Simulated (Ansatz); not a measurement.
# B3MoP4: one candidate of a structure search

Where does this trial cell of B3MoP4 go when cell and atoms are let free, and does the end survive a random kick?

Program: Ansatz 0.2.0. Level of theory: DFT PBE, scalar-relativistic, plane waves, PAW. These are calculated values, not measurements.

## Step 1: The structure to begin with

The structure is cubic, space group P-43m (No. 215). The conventional cell has a = 5.056 Å, b = 5.056 Å, c = 5.056 Å, α = 90.00°, β = 90.00°, γ = 90.00°. Around B (site symmetry -42m) lie 4 P at 2.33 Å. Around Mo (site symmetry -43m) lie 4 P at 1.83 Å. P (site symmetry 3m) is surrounded by 1 Mo at 1.83 Å.

Structure file:

```cif
data_structure
_symmetry_space_group_name_H-M 'P 1'
_symmetry_Int_Tables_number 1
_cell_length_a 5.0555
_cell_length_b 5.0555
_cell_length_c 5.0555
_cell_angle_alpha 90.000
_cell_angle_beta 90.000
_cell_angle_gamma 90.000
_cell_volume 129.21
loop_
_atom_site_label
_atom_site_type_symbol
_atom_site_fract_x
_atom_site_fract_y
_atom_site_fract_z
_atom_site_occupancy
B1 B 0.50000 0.00000 0.00000 1
B2 B 0.00000 0.50000 0.00000 1
B3 B 0.00000 0.00000 0.50000 1
Mo1 Mo 0.50000 0.50000 0.50000 1
P1 P 0.29045 0.29045 0.29045 1
P2 P 0.70955 0.70955 0.29045 1
P3 P 0.70955 0.29045 0.70955 1
P4 P 0.29045 0.70955 0.70955 1
```

Recipe of the guess: random cell by space group and Wyckoff sites (P-43m, No. 215). Its size is a rough estimate.

## Step 2: The guess as it stands, on a coarse mesh

input.yaml reads:

```yaml
crystal:
  lattice:
    - [5.05551471, 0.0, 0.0]
    - [0.0, 5.05551471, 0.0]
    - [0.0, 0.0, 5.05551471]
  atoms:
    - { symbol: B, position: [0.5, 0.0, 0.0] }
    - { symbol: B, position: [0.0, 0.5, 0.0] }
    - { symbol: B, position: [0.0, 0.0, 0.5] }
    - { symbol: Mo, position: [0.5, 0.5, 0.5] }
    - { symbol: P, position: [0.29044627, 0.29044627, 0.29044627] }
    - { symbol: P, position: [0.70955373, 0.70955373, 0.29044627] }
    - { symbol: P, position: [0.70955373, 0.29044627, 0.70955373] }
    - { symbol: P, position: [0.29044627, 0.70955373, 0.70955373] }
basis:
  ecutwfc: 420
kpoints:
  mp_grid: { grid: [4, 4, 4] }
hamiltonian:
  xc: pbe
scf:
  occupations: { method: gaussian, width: 0.1 }
  lower_state_search: "off"
output:
  forces: true
  stress: true
  eigenvalues: true
```

Run with:

```console
> ansatz run input.yaml --threads 1 --pin off --max-ram 2048MiB --backend cpu --events-out ev --progress --plain --runs-dir out
```

Log, cut to the lines that bear on the results:

```text
[...]
SCF converged after 7 iterations
Free energy (F): -8428.184051 eV
[...]
E sigma→0 (E₀):  -8428.161599 eV
Entropy (-TS):   -0.044905 eV (-5.613 meV/atom)
Fermi energy:    7.381112 eV
[...]
--- Forces (eV/Å), atoms counted from 1 ---
  atom   1  B      0.00000000    -0.00000000    -0.00000000
  atom   2  B      0.00000000    -0.00000000    -0.00000000
  atom   3  B      0.00000000     0.00000000     0.00000000
  atom   4  Mo     0.00000000    -0.00000000     0.00000000
  atom   5  P    -11.49125889   -11.49125889   -11.49125889
  atom   6  P     11.49125889    11.49125889   -11.49125889
  atom   7  P     11.49125889   -11.49125889    11.49125889
  atom   8  P    -11.49125889    11.49125889    11.49125889
[...]
--- Stress (GPa, compression-positive) ---
       33.533161      -0.000000      -0.000000
       -0.000000      33.533161       0.000000
       -0.000000       0.000000      33.533161
  P = ⅓ Tr σ = 33.5332 GPa (335.332 kbar)
--- Band table (eV; the first three rows and the last of 10) ---
[...]
```

It took 4.2 s on 1 thread of Arm Neoverse V1, shared host; peak memory 0.32 GiB.

Read-out: pressure 33.5 GPa, largest force 19.90 eV/Å, gap on this mesh none (metal). A cheap, loose relaxation comes first.

## Step 3: Coarse relaxation

Edit input.yaml of step 2 so:

```diff
@@ -27 +27,6 @@
   eigenvalues: true
+relax:
+  adjacent_minimum: "off"
+  f_tol: 0.04
+  max_steps: 70
+  cell: { stress_tol: 0.4 }
```

Run with:

```console
> ansatz run input.yaml --threads 1 --pin off --max-ram 2048MiB --backend cpu --events-out ev --progress --plain --runs-dir out
```

Log:

```text
Warning: RAYON_NUM_THREADS=1 ignored (pool sized by the plan → 1); use --threads N
Engine: ansatz 0.2.0, aarch64-unknown-linux-gnu
Pseudopotentials: kind: paw
Pseudopotential: B, paw, valence charge 3, recommended cutoff 420 eV (normal), B.paw.azcp
Pseudopotential: Mo, paw, valence charge 14, recommended cutoff 420 eV (normal), Mo.paw.azcp
Pseudopotential: P, paw, valence charge 5, recommended cutoff 420 eV (normal), P.paw.azcp
Functional definition: PBE
  parameter kappa = 0.804
  parameter beta = 0.06672455060314922
  exchange = pbe_x(kappa = kappa, mu = beta*pi^2/3)
  correlation = pbe_c(beta = beta)
Crystal: 8 atoms, lattice volume = 129.210 Å³
Basis set: ecut = 420 eV, 2517 PW (Γ), exchange–correlation on 72×72×72 points (8 copies of the dense FFT grid, shifted against one another)
Bands: 30, of which v1, the nominal top of the filled ones, is band 22 counted from 1 (21 counted from 0)
Symmetry: 24 space group operations
Space group: P-43m (ITA 215), of the structure as read, at distance tolerance 5.1e-5 Å
k-points: 10 of 64 (time reversal used)
Non-local potential: B, projectors of the file, l = 0: 2, l = 1: 2, l = 2: 1
Non-local potential: Mo, projectors of the file, l = 0: 3, l = 1: 2, l = 2: 2, l = 3: 1
Non-local potential: P, projectors of the file, l = 0: 2, l = 1: 2, l = 2: 2
PAW form: soft (Blöchl's): semilocal exchange-correlation on the pseudo side does not see the compensation charge
PAW one-centre angular grid: B, 110 points (default); XC on 64 Gauss nodes
PAW one-centre angular grid: Mo, 590 points (default); XC on 64 Gauss nodes
PAW one-centre angular grid: P, 110 points (default); XC on 64 Gauss nodes
Initial density: superposition of atomic densities (neutral atoms: chi_scale 0, normalization atom), corrected by the library's trained network
Initial wavefunctions: pseudopotential atomic-orbital guess
Functional: x = pbe(κ = 0.804, μ = 0.2195149727645171), c = pbe(β = 0.06672455060314922)
SCF iter   1: F=—  HF=-8428.178385 eV  |F-HF|=—  |Δ(HF+E_count)|=         —  Δρ=5.86e-3  dr2=6.87e-2  ethr=1.77e-3  ⟨swp⟩=7.5  Hψ=1733  notcnv=0  defer=1
preconditioner: auto → Kerker (q_TF=auto, 2.271 Å⁻¹)  [metal: Δε(μ)=0.020 eV  Ē_g=8.085 eV  σ=0.100 eV  W_gap=0.11  n_scr=26 (ndim 8)  ℏωp=19.3 eV  f_vac=0.001  D(μ)=9.16/eV (n_scr^D=92)]
SCF iter   2: F=—  HF=-8428.181703 eV  |F-HF|=—  |Δ(HF+E_count)|=   3.32e-3  Δρ=3.15e-3  dr2=1.82e-2  ethr=1.60e-4  ⟨swp⟩=2.2  Hψ=505  notcnv=0  defer=1
SCF iter   3: F=—  HF=-8428.183681 eV  |F-HF|=—  |Δ(HF+E_count)|=   1.98e-3  Δρ=7.71e-4  dr2=9.26e-4  ethr=4.23e-5  ⟨swp⟩=2.0  Hψ=368  notcnv=0  defer=1
SCF iter   4: F=—  HF=-8428.183957 eV  |F-HF|=—  |Δ(HF+E_count)|=   2.76e-4  Δρ=3.37e-4  dr2=2.57e-4  ethr=2.15e-6  ⟨swp⟩=2.0  Hψ=445  notcnv=0  defer=1
SCF iter   5: F=—  HF=-8428.184027 eV  |F-HF|=—  |Δ(HF+E_count)|=   6.98e-5  Δρ=1.24e-4  dr2=4.12e-5  ethr=5.98e-7  ⟨swp⟩=2.2  Hψ=409  notcnv=0  defer=1
SCF iter   6: F=—  HF=-8428.184050 eV  |F-HF|=—  |Δ(HF+E_count)|=   2.35e-5  Δρ=2.63e-5  dr2=1.04e-6  ethr=9.58e-8  ⟨swp⟩=2.3  Hψ=468  notcnv=0  defer=1
SCF iter   7: F=-8428.184051 eV  HF=-8428.184051 eV  |F-HF|=3.97e-8  |Δ(HF+E_count)|=   1.30e-6  Δρ=5.67e-6  dr2=6.24e-8  ethr=2.33e-10  ⟨swp⟩=10.3  Hψ=1782  notcnv=0
SCF 1 converged in 7 iterations: F = -8428.184051 eV  dr2 = 6.24e-8
relax step   1: F+E_penalty+E_count = -8428.18405136 eV  Δ(F+E_penalty+E_count) = +0.000e0 eV  max|allowed force component| = 1.149e1 eV/Å  Δτ_max = 0.0000 Å  P = +33.533 GPa  Ω = 129.210 Å³  (7 SCF iters, dr2 threshold 1.00e-7 eV, accepted)
Crystal: 8 atoms, lattice volume = 131.948 Å³
Basis set: ecut = 420 eV, 2553 PW (Γ), exchange–correlation on 72×72×72 points (8 copies of the dense FFT grid, shifted against one another)
Initial density: handed on by an earlier stage of this run
Initial wavefunctions: those handed on with the density
SCF iter   1: F=—  HF=-8440.815510 eV  |F-HF|=—  |Δ(HF+E_count)|=         —  Δρ=4.64e-2  dr2=7.33e0  ethr=3.10e-3  ⟨swp⟩=10.1  Hψ=1727  notcnv=0
preconditioner: auto → Kerker (q_TF=auto, 2.263 Å⁻¹)  [metal: Δε(μ)=0.070 eV  Ē_g=7.973 eV  σ=0.100 eV  W_gap=0.37  n_scr=26 (ndim 8)  ℏωp=19.1 eV  f_vac=0.000  D(μ)=4.31/eV (n_scr^D=26)]
SCF iter   2: F=—  HF=-8439.706023 eV  |F-HF|=—  |Δ(HF+E_count)|=    1.11e0  Δρ=1.18e-2  dr2=1.20e-1  ethr=3.10e-3  ⟨swp⟩=3.0  Hψ=689  notcnv=0  defer=23
SCF iter   3: F=—  HF=-8439.679013 eV  |F-HF|=—  |Δ(HF+E_count)|=   2.70e-2  Δρ=6.11e-3  dr2=3.68e-2  ethr=2.79e-4  ⟨swp⟩=2.2  Hψ=396  notcnv=0  defer=25
SCF iter   4: F=—  HF=-8439.670544 eV  |F-HF|=—  |Δ(HF+E_count)|=   8.47e-3  Δρ=7.92e-4  dr2=9.46e-4  ethr=8.56e-5  ⟨swp⟩=2.2  Hψ=451  notcnv=0  defer=25
SCF iter   5: F=—  HF=-8439.670577 eV  |F-HF|=—  |Δ(HF+E_count)|=   3.23e-5  Δρ=2.84e-4  dr2=1.32e-4  ethr=2.20e-6  ⟨swp⟩=2.0  Hψ=378  notcnv=0  defer=25
SCF iter   6: F=—  HF=-8439.670659 eV  |F-HF|=—  |Δ(HF+E_count)|=   8.24e-5  Δρ=7.12e-5  dr2=5.49e-6  ethr=3.08e-7  ⟨swp⟩=2.1  Hψ=447  notcnv=0  defer=25
SCF iter   7: F=-8439.670665 eV  HF=-8439.670665 eV  |F-HF|=5.63e-8  |Δ(HF+E_count)|=   6.11e-6  Δρ=1.54e-5  dr2=5.34e-7  ethr=1.86e-9  ⟨swp⟩=13.3  Hψ=1752  notcnv=0
SCF 2 converged in 7 iterations: F = -8439.670665 eV  dr2 = 5.34e-7
relax step   2: F+E_penalty+E_count = -8439.67066512 eV  Δ(F+E_penalty+E_count) = -1.149e1 eV  max|allowed force component| = 5.201e0 eV/Å  Δτ_max = 0.1990 Å  P = +2.768 GPa  Ω = 131.948 Å³  energy of the carried Pulay correction = -1.041e-3 eV  (7 SCF iters, dr2 threshold 8.00e-7 eV, accepted)
Crystal: 8 atoms, lattice volume = 119.386 Å³
Basis set: ecut = 420 eV, 2325 PW (Γ), exchange–correlation on 72×72×72 points (8 copies of the dense FFT grid, shifted against one another)
SCF iter   1: F=—  HF=-8445.056311 eV  |F-HF|=—  |Δ(HF+E_count)|=         —  Δρ=3.04e-2  dr2=2.11e0  ethr=3.10e-3  ⟨swp⟩=9.4  Hψ=1708  notcnv=0
preconditioner: auto → Resta (q_TF=auto, 2.301 Å⁻¹)  ε∞=6.7  [insulator: Δε(μ)=0.177 eV  Ē_g=8.449 eV  σ=0.100 eV  W_gap=0.77  n_scr=26 (ndim 8)  ℏωp=20.1 eV  f_vac=0.000  D(μ)=4.17/eV (n_scr^D=26)  ε∞_Penn≈6.7]
SCF iter   2: F=—  HF=-8444.762560 eV  |F-HF|=—  |Δ(HF+E_count)|=   2.94e-1  Δρ=1.46e-2  dr2=4.73e-1  ethr=3.10e-3  ⟨swp⟩=2.0  Hψ=421  notcnv=0  defer=15
SCF iter   3: F=—  HF=-8444.674284 eV  |F-HF|=—  |Δ(HF+E_count)|=   8.83e-2  Δρ=1.62e-3  dr2=4.02e-3  ethr=1.10e-3  ⟨swp⟩=2.4  Hψ=409  notcnv=0  defer=24
SCF iter   4: F=—  HF=-8444.674416 eV  |F-HF|=—  |Δ(HF+E_count)|=   1.31e-4  Δρ=3.85e-4  dr2=2.40e-4  ethr=9.34e-6  ⟨swp⟩=2.6  Hψ=573  notcnv=0  defer=24
SCF iter   5: F=—  HF=-8444.674595 eV  |F-HF|=—  |Δ(HF+E_count)|=   1.79e-4  Δρ=9.04e-5  dr2=1.31e-5  ethr=5.58e-7  ⟨swp⟩=2.0  Hψ=455  notcnv=0  defer=24
SCF iter   6: F=-8444.674602 eV  HF=-8444.674601 eV  |F-HF|=4.84e-7  |Δ(HF+E_count)|=   6.82e-6  Δρ=1.98e-5  dr2=3.56e-7  ethr=1.86e-9  ⟨swp⟩=13.1  Hψ=1830  notcnv=0
SCF 3 converged in 6 iterations: F = -8444.674602 eV  dr2 = 3.56e-7
relax step   3: F+E_penalty+E_count = -8444.67460193 eV  Δ(F+E_penalty+E_count) = -5.004e0 eV  max|allowed force component| = 2.054e0 eV/Å  Δτ_max = 0.2000 Å  P = -1.413 GPa  Ω = 119.386 Å³  energy of the carried Pulay correction = +3.925e-3 eV  (6 SCF iters, dr2 threshold 8.00e-7 eV, accepted)
[... 11 lines left out ...]
relax step   4: F+E_penalty+E_count = -8445.51704147 eV  Δ(F+E_penalty+E_count) = -8.424e-1 eV  max|allowed force component| = 8.093e-2 eV/Å  Δτ_max = 0.1424 Å  P = +5.753 GPa  Ω = 108.208 Å³  energy of the carried Pulay correction = +8.789e-3 eV  (6 SCF iters, dr2 threshold 8.00e-7 eV, accepted)
[... 12 lines left out ...]
relax step   5: F+E_penalty+E_count = -8445.59128841 eV  Δ(F+E_penalty+E_count) = -7.425e-2 eV  max|allowed force component| = 1.521e-1 eV/Å  Δτ_max = 0.0207 Å  P = +1.386 GPa  Ω = 111.903 Å³  energy of the carried Pulay correction = +7.131e-3 eV  (6 SCF iters, dr2 threshold 8.00e-7 eV, accepted)
[... 12 lines left out ...]
relax step   6: F+E_penalty+E_count = -8445.59732146 eV  Δ(F+E_penalty+E_count) = -6.033e-3 eV  max|allowed force component| = 5.726e-2 eV/Å  Δτ_max = 0.0099 Å  P = -0.336 GPa  Ω = 112.976 Å³  energy of the carried Pulay correction = +6.659e-3 eV  (6 SCF iters, dr2 threshold 8.00e-7 eV, accepted)
[... 12 lines left out ...]
relax step   7: F+E_penalty+E_count = -8445.59816555 eV  Δ(F+E_penalty+E_count) = -8.441e-4 eV  max|allowed force component| = 3.312e-5 eV/Å  Δτ_max = 0.0030 Å  P = +0.000 GPa  Ω = 112.790 Å³  energy of the carried Pulay correction = +6.741e-3 eV  (6 SCF iters, dr2 threshold 2.05e-7 eV, accepted)
Initial wavefunctions: pseudopotential atomic-orbital guess (no wavefunctions were taken with the density)
iter 1 solved again at ethr=2.08e-7 eV; its pass at ethr=3.10e-3 eV (dr2=8.96e-5 eV) is discarded
SCF iter   1: F=—  HF=-8445.593542 eV  |F-HF|=—  |Δ(HF+E_count)|=         —  Δρ=1.81e-4  dr2=4.15e-6  ethr=2.08e-7  ⟨swp⟩=4.0  Hψ=2472  notcnv=0
SCF iter   2: F=—  HF=-8445.593566 eV  |F-HF|=—  |Δ(HF+E_count)|=   2.43e-5  Δρ=9.49e-5  dr2=1.08e-6  ethr=9.65e-9  ⟨swp⟩=2.9  Hψ=540  notcnv=0
SCF iter   3: F=—  HF=-8445.593573 eV  |F-HF|=—  |Δ(HF+E_count)|=   6.74e-6  Δρ=5.39e-6  dr2=1.26e-8  ethr=2.51e-9  ⟨swp⟩=2.0  Hψ=515  notcnv=0
iter 4 did not close the SCF: its close was put off for the readings that it lacked (scf_convergence_deferred on its scf_iter line)
SCF iter   4: F=-8445.593573 eV  HF=-8445.593573 eV  |F-HF|=1.82e-12  |Δ(HF+E_count)|=   1.57e-8  Δρ=4.09e-7  dr2=9.67e-11  ethr=2.92e-11  ⟨swp⟩=2.0  Hψ=474  notcnv=0
iter 5 did not close the SCF: its close was put off for the readings that it lacked (scf_convergence_deferred on its scf_iter line)
SCF iter   5: F=-8445.593573 eV  HF=-8445.593573 eV  |F-HF|=9.09e-12  |Δ(HF+E_count)|=  2.00e-11  Δρ=9.08e-8  dr2=1.24e-11  ethr=1.00e-12  ⟨swp⟩=1.8  Hψ=331  notcnv=0
SCF iter   6: F=-8445.593573 eV  HF=-8445.593573 eV  |F-HF|=5.46e-12  |Δ(HF+E_count)|=    0.00e0  Δρ=1.63e-8  dr2=2.57e-13  ethr=1.00e-12  ⟨swp⟩=4.5  Hψ=1015  notcnv=0
SCF 8 converged in 6 iterations: F = -8445.593573 eV  dr2 = 2.57e-13
relax step   8: F+E_penalty+E_count = -8445.59357307 eV  Δ(F+E_penalty+E_count) = +4.592e-3 eV  max|allowed force component| = 8.793e-5 eV/Å  Δτ_max = 0.0000 Å  P = -0.038 GPa  Ω = 112.790 Å³  stress off target by 3.81e-2 GPa  SCF on the basis re-selected at this cell (its energy is not comparable with the rows above)  (6 SCF iters)
basis re-selected at this cell: Δ(F+E_penalty+E_count) = +4.592e-3 eV, ΔP = -0.038 GPa vs the last step (what re-selecting the basis moved, of the pressure what is left beyond the Pulay correction that the steps carried, after the strain that the cell walked since its last selection, with what the two solves' SCF thresholds leave and, on support functions, any second-order correction that the steps lacked; it is no measure of the basis error at this ecutwfc). This SCF's stress stands 3.81e-2 GPa from its target on what of the cell is left free (relax.cell.stress_tol is 4.00e-1 GPa) and its largest allowed force component is 8.79e-5 eV/Å (relax.f_tol is 4.00e-2 eV/Å): within both
SCF converged after 6 iterations
Free energy (F): -8445.593573 eV
Harris-Foulkes:  -8445.593573 eV  (|F-HF|=5.46e-12)
Internal energy: -8445.569434 eV  (E = F + TS)
E sigma→0 (E₀):  -8445.581504 eV
Entropy (-TS):   -0.024139 eV (-3.017 meV/atom)
Fermi energy:    9.936348 eV
--- Per-component energies (eV) ---
  E_band       = -104.761750
  E_kinetic    = 871.820136
  E_local      = -1777.157321  (includes V_loc(G=0)·N_el)
  E_nonlocal   = 315.625706
  E_hartree    = 628.006379
  E_xc         = -526.273879
  E_vxc        = -587.099284  (∫ρ·V_xc dr)
  E_paw        = -5715.632358  (= ΣΔE_a)
  E_vpaw       = -183.963777  (= ΣTr[D̂ρ^β])
  E_aug_tail   = 0.000041  (compensation charges beyond the density's cutoff)
  E_ewald      = -2241.958137
  E_smearing   = -0.024139  (= −TS)
  E_closure    = -0.000000  (closes the sum)
  Σ components = -8445.593573   (vs F -8445.593573, Δ=0.00e0)
--- Forces (eV/Å), atoms counted from 1 ---
  atom   1  B      0.00000000     0.00000000    -0.00000000
  atom   2  B     -0.00000000     0.00000000     0.00000000
  atom   3  B      0.00000000     0.00000000     0.00000000
  atom   4  Mo     0.00000000     0.00000000     0.00000000
  atom   5  P      0.00008793     0.00008793     0.00008793
  atom   6  P     -0.00008793    -0.00008793     0.00008793
  atom   7  P     -0.00008793     0.00008793    -0.00008793
  atom   8  P      0.00008793    -0.00008793    -0.00008793
  max |Σ_I F_I| component: 1.75e-16 eV/Å
--- Stress (GPa, compression-positive) ---
       -0.038147      -0.000000       0.000000
       -0.000000      -0.038147       0.000000
        0.000000       0.000000      -0.038147
  P = ⅓ Tr σ = -0.0381 GPa (-0.381 kbar)
--- Band table (eV; the first three rows and the last of 10) ---
  k-point 0: bands = ["-50.1076", "-24.3873", "-24.3873", "-24.3873", "-4.7066", "-0.7227", "-0.7227", "-0.7227", "1.0651", "1.0651", "4.5962", "5.6174", "5.6174", "5.6174", "6.0023", "6.0023", "6.0023", "7.6131", "7.6131", "7.6131", "8.5249", "8.5249", "10.9362", "10.9362", "10.9362", "11.2922", "13.9090", "13.9090", "13.9090", "14.4661"]
  k-point 1: bands = ["-50.1075", "-24.3885", "-24.3872", "-24.3872", "-4.4049", "-1.8519", "-0.6839", "-0.6839", "1.2310", "2.2228", "4.7848", "4.8999", "5.0580", "5.0580", "5.4818", "6.1675", "6.1675", "7.3694", "7.8097", "7.8097", "8.8358", "9.6059", "10.7547", "11.9371", "11.9371", "12.1313", "12.5947", "13.1561", "13.1561", "14.4281"]
  k-point 2: bands = ["-50.1075", "-24.3896", "-24.3871", "-24.3871", "-3.8260", "-2.9081", "-0.6438", "-0.6438", "1.4402", "3.5737", "4.1338", "4.2274", "4.7868", "4.7868", "5.2152", "5.9091", "5.9091", "7.4851", "8.4157", "8.4157", "9.6569", "10.4885", "10.5167", "11.2973", "11.6034", "11.6034", "12.2259", "15.1791", "15.1791", "15.2809"]
  k-point 9: bands = ["-50.1075", "-24.3891", "-24.3891", "-24.3891", "-2.2021", "-2.2021", "-2.2021", "-1.9268", "1.7231", "1.7231", "1.7231", "3.9816", "6.6000", "6.6000", "7.2994", "7.2994", "7.2994", "7.6019", "7.6019", "7.6019", "9.3809", "9.3809", "11.5084", "11.5084", "11.5084", "13.5120", "13.5120", "13.5120", "14.2007", "14.2007"]
--- Relaxed structure (7 steps of the walk, 7 accepted, 1 SCFs on fresh bases) ---
  F+E_penalty+E_count = -8445.59357307 eV   max|allowed force component| = 8.793e-5 eV/Å   (the final SCF, on the basis selected at the relaxed cell)
  cell:  # Å, volume = 112.7900 Å³
    - [4.831590709664566, -2.8888949165808538e-34, -3.7956875694991164e-33]
    - [1.8135840309646466e-33, 4.831590709664566, -2.1185235762618977e-33]
    - [4.421613532598996e-33, -2.375314229467622e-33, 4.831590709664566]
  atoms:
    - { symbol: B, position: [0.5, -4.289186105386704e-19, 9.650668737120085e-19] }
    - { symbol: B, position: [-2.359052357962695e-19, 0.5, 9.650668737120085e-19] }
    - { symbol: B, position: [-2.3590523579626976e-19, -4.289186105386706e-19, 0.5] }
    - { symbol: Mo, position: [0.5, 0.5, 0.5] }
    - { symbol: P, position: [0.23019316738935292, 0.23019316738935292, 0.23019316738935292] }
    - { symbol: P, position: [0.7698068326106472, 0.7698068326106473, 0.23019316738935292] }
    - { symbol: P, position: [0.7698068326106473, 0.23019316738935292, 0.7698068326106472] }
    - { symbol: P, position: [0.23019316738935292, 0.7698068326106473, 0.7698068326106473] }
```

It took 38 s on 1 thread of Arm Neoverse V1, shared host; peak memory 0.34 GiB.

The steps of the relaxation:

| step | energy from step 1 (eV/cell) | largest force component (eV/Å) | pressure (GPa) | volume (Å³) |
| --- | --- | --- | --- | --- |
| 1 | 0.0000 | 11.4913 | 33.53 | 129.21 |
| 2 | -11.4866 | 5.2006 | 2.77 | 131.95 |
| 3 | -16.4906 | 2.0539 | -1.41 | 119.39 |
| 4 | -17.3330 | 0.0809 | 5.75 | 108.21 |
| 5 | -17.4072 | 0.1521 | 1.39 | 111.90 |
| 6 | -17.4133 | 0.0573 | -0.34 | 112.98 |
| 7 | -17.4141 | 0.0000 | 0.00 | 112.79 |
| 8 | -17.4095 | 0.0001 | -0.04 | 112.79 |

Step 1 is the start. Step 8 repeats the geometry before it on a plane-wave basis chosen anew for that cell, so its energy need not be comparable with the rows above.

|  | before | after | change |
| --- | --- | --- | --- |
| a (Å) | 5.056 | 4.832 | -4.4 % |
| b (Å) | 5.056 | 4.832 | -4.4 % |
| c (Å) | 5.056 | 4.832 | -4.4 % |
| volume (Å³/atom) | 16.15 | 14.10 | -12.7 % |
| shortest distance (Å) | 1.835 | 2.043 | +11.3 % |
| space group (0.01 Å) | P-43m | P-43m | same |

The run keeps the 24 symmetry operations of the start, so it could not have lowered the symmetry.

## Step 4: Spin check on a coarse mesh

input.yaml reads:

```yaml
crystal:
  lattice:
    - [4.8315907097, 0.0, 0.0]
    - [0.0, 4.8315907097, 0.0]
    - [0.0, 0.0, 4.8315907097]
  atoms:
    - { symbol: B, position: [0.5, 0.0, 0.0] }
    - { symbol: B, position: [0.0, 0.5, 0.0] }
    - { symbol: B, position: [0.0, 0.0, 0.5] }
    - { symbol: Mo, position: [0.5, 0.5, 0.5], spin: 1.0 }
    - { symbol: P, position: [0.2301931674, 0.2301931674, 0.2301931674] }
    - { symbol: P, position: [0.7698068326, 0.7698068326, 0.2301931674] }
    - { symbol: P, position: [0.7698068326, 0.2301931674, 0.7698068326] }
    - { symbol: P, position: [0.2301931674, 0.7698068326, 0.7698068326] }
basis:
  ecutwfc: 420
kpoints:
  mp_grid: { grid: [4, 4, 4] }
hamiltonian:
  xc: pbe
scf:
  occupations: { method: gaussian, width: 0.1 }
  lower_state_search: "off"
output:
  forces: true
  stress: true
  eigenvalues: true
  populations: true
magnetization:
  spin_polarized: true
```

Run with:

```console
> ansatz run input.yaml --threads 1 --pin off --max-ram 2048MiB --backend cpu --events-out ev --progress --plain --runs-dir out
```

Log, cut to the lines that bear on the results:

```text
[...]
SCF converged after 16 iterations
Magnetization: 0.3072 μB (21.6536 up, 21.3464 down)
Absolute magnetization: 0.3248 μB (∫|ρ↑−ρ↓|, with the PAW one-centre terms)
Spin contamination: 0.0010 ħ² per cell (⟨S²⟩ above its minimum at these occupations)
[...]
Free energy (F): -8445.594760 eV
[...]
E sigma→0 (E₀):  -8445.584340 eV
Entropy (-TS):   -0.020841 eV (-2.605 meV/atom)
Fermi energy:    9.961961 eV
[...]
  P = ⅓ Tr σ = -0.0243 GPa (-0.243 kbar)
--- Band table (eV; the first three rows and the last of 20) ---
[...]
--- Löwdin populations: 8 sites ---
  site symbol       q [e]    m [muB]
     0      B      3.6217     0.0191
     1      B      3.6217     0.0191
     2      B      3.6217     0.0191
     3     Mo     13.9706     0.2590
     4      P      4.4567    -0.0040
     5      P      4.4567    -0.0040
     6      P      4.4567    -0.0040
     7      P      4.4567    -0.0040
  spilling = 0.007848 (of n_electrons = 43.000000)
```

It took 19 s on 1 thread of Arm Neoverse V1, shared host; peak memory 0.35 GiB.

By site:

| atom | moment in the atom's sphere (μB) | Löwdin electrons |
| --- | --- | --- |
| B1 | 0.01 | 3.62 |
| B2 | 0.01 | 3.62 |
| B3 | 0.01 | 3.62 |
| Mo4 | 0.15 | 13.97 |
| P5 | 0.00 | 4.46 |
| P6 | 0.00 | 4.46 |
| P7 | 0.00 | 4.46 |
| P8 | 0.00 | 4.46 |

The Löwdin counts miss 0.34 of the 43 electrons, which the atomic orbitals do not span, so they are no charges.

The same cell is solved with trial moments on Mo. The largest site moment that stays is 0.15 μB and the cell's total 0.31 μB. The workflow keeps spin only above 0.25 μB on a site, so the next run goes without spin, although a moment survived, so a magnetic state may lie a little lower.

(Part 1 of 3 ends here.)
